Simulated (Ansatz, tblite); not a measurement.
## A script for RbZnCl$_{3}$ (GFN2-xTB)

These are simulated results from tblite 0.8.0, not measurements. The cell was built from a prototype and was relaxed with r2SCAN in plane waves (Ansatz 0.2.0). It may be hypothetical. All runs are without spin polarisation.

The symmetry is Pm-3m (No. 221, cubic); conventional cell a = 4.938 Å, 24.08 Å³ an atom. Around Rb lie 12 Cl at 3.49 Å; around Zn lie 6 Cl at 2.47 Å; around Cl lie 2 Zn at 2.47 Å and 4 Rb at 3.49 Å.

tblite solves periodic systems at the zone centre alone, so the script builds a cluster of 2×2×2 conventional cells (40 atoms), which folds in a coarse mesh of k points.

run.py reads:

```python
import json
from ase import Atoms
from ase.build import make_supercell
from ase.units import Bohr, GPa, Hartree
from tblite.interface import Calculator

atoms = Atoms(['Rb', 'Zn', 'Cl', 'Cl', 'Cl'],
              cell=[[4.93806779, 0.0, 0.0], [0.0, 4.93806779, 0.0], [0.0, 0.0, 4.93806779]],
              scaled_positions=[[0.0, 0.0, 0.0], [0.5, 0.5, 0.5], [0.5, 0.5, 0.0], [0.5, 0.0, 0.5], [0.0, 0.5, 0.5]],
              pbc=True)
cluster = make_supercell(atoms, [[2, 0, 0], [0, 2, 0], [0, 0, 2]])
calc = Calculator('GFN2-xTB', cluster.numbers, cluster.positions / Bohr, lattice=cluster.cell[:] / Bohr, periodic=cluster.pbc)
calc.set('temperature', 0.02 / Hartree)
calc.set('max-iter', 150)
res = calc.singlepoint()
levels = res.get('orbital-energies') * Hartree
nv = round(res.get('orbital-occupations').sum() / 2)
cells = len(cluster) // len(atoms)
out = {'energy_per_cell': res.get('energy') * Hartree / cells, 'homo': levels[nv - 1], 'lumo': levels[nv],
       'stress': (-res.get('virial') * Hartree / cluster.get_volume() / GPa).tolist(), 'charges': res.get('charges')[:len(atoms)].tolist(), 'electrons': 2 * nv / cells}
json.dump(out, open('results.json', 'w'))
for key, value in out.items():
    print(key, value)
```

Command: `python run.py`. It took 3.1 s on 1 thread of Arm Neoverse V2, on a shared host, peak memory 0.1 GiB.

What it printed:

```
------------------------------------------------------------
  cycle        total energy    energy error   density error
------------------------------------------------------------
      1     -114.3231059231  -1.1436957E+02   3.2478086E-01
      2     -117.2289783434  -2.9058724E+00   1.6570673E-01
      3     -117.6249460440  -3.9596770E-01   6.9617971E-02
      4     -117.3454384163   2.7950763E-01   1.0295573E-01
      5     -117.5271682457  -1.8172983E-01   8.5224523E-02
      6     -118.0015300292  -4.7436178E-01   2.8098101E-02
      7     -117.9323709324   6.9159097E-02   3.3040537E-02
      8     -118.0042464511  -7.1875519E-02   1.6757752E-02
      9     -118.0154483694  -1.1201918E-02   1.3981144E-02
     10     -118.0355372693  -2.0088900E-02   4.4944867E-03
     11     -118.0374939616  -1.9566923E-03   2.2870733E-03
     12     -118.0378300677  -3.3610611E-04   1.4335489E-03
     13     -118.0380740354  -2.4396769E-04   9.6090846E-05
     14     -118.0380750867  -1.0512866E-06   2.7846410E-05
     15     -118.0380751265  -3.9821245E-08   1.9306576E-05
------------------------------------------------------------

 total:                                   2.500 sec
energy_per_cell -401.49745348004427
homo -12.883413427485705
lumo -12.420653384119094
stress [[-1.7385457969509557, -3.5641235804528834e-07, -3.564123189386428e-07], [-3.5641235813831077e-07, -1.7385457969502645, -3.5641244639722286e-07], [-3.5641231893866173e-07, -3.5641244641516444e-07, -1.7385457969507194]]
charges [0.5146301852128443, 0.3520144066049352, -0.2888830928041719, -0.2888830928047851, -0.2888830928043985]
electrons 24.0
```

The cycle table is in hartree for the whole cluster, and the lines after it are in eV (the energy for one cell). The printed stress is in GPa and positive in compression, and the pressure is its mean diagonal.

GFN2-xTB gives a gap of 0.46 eV. On the same cell, plane-wave PBE (Ansatz, 6×6×6 k points and the special points) gives a gap of 1.54 eV and r2SCAN a gap of 2.19 eV; on shared hosts these took about 5.2 and 14 core-seconds on the 5-atom cell, against 3.1 for the script. Semilocal gaps usually lie below measured ones. xTB was fitted to molecules, so gaps, charges and pressures of solids can be far off, and the gap also depends on the size of the cluster.

The same script was run on cells scaled at fixed shape and fractional coordinates:

| volume (Å³/atom) | energy (meV/atom) | pressure (GPa, positive in compression) | gap (eV) |
| --- | --- | --- | --- |
| 21.19 | 3.6 | 2.54 | 1.49 |
| 22.64 | -7.9 | 0.07 | 0.91 |
| 24.08 | 0.0 | -1.74 | 0.46 |
| 25.53 | 21.9 | -3.01 | 0.18 |
| 26.97 | 52.8 | -3.82 | 0.11 |

A Birch-Murnaghan fit puts the minimum at 22.68 Å³/atom, 5.8 % below the given cell, with a bulk modulus of 33.4 GPa at fixed shape.

xTB was fitted mostly to molecules, and a small cluster samples few k points, so gaps, pressures and kinks along a curve can be far from a solid's.

The runs are scalar-relativistic, without spin-orbit coupling.
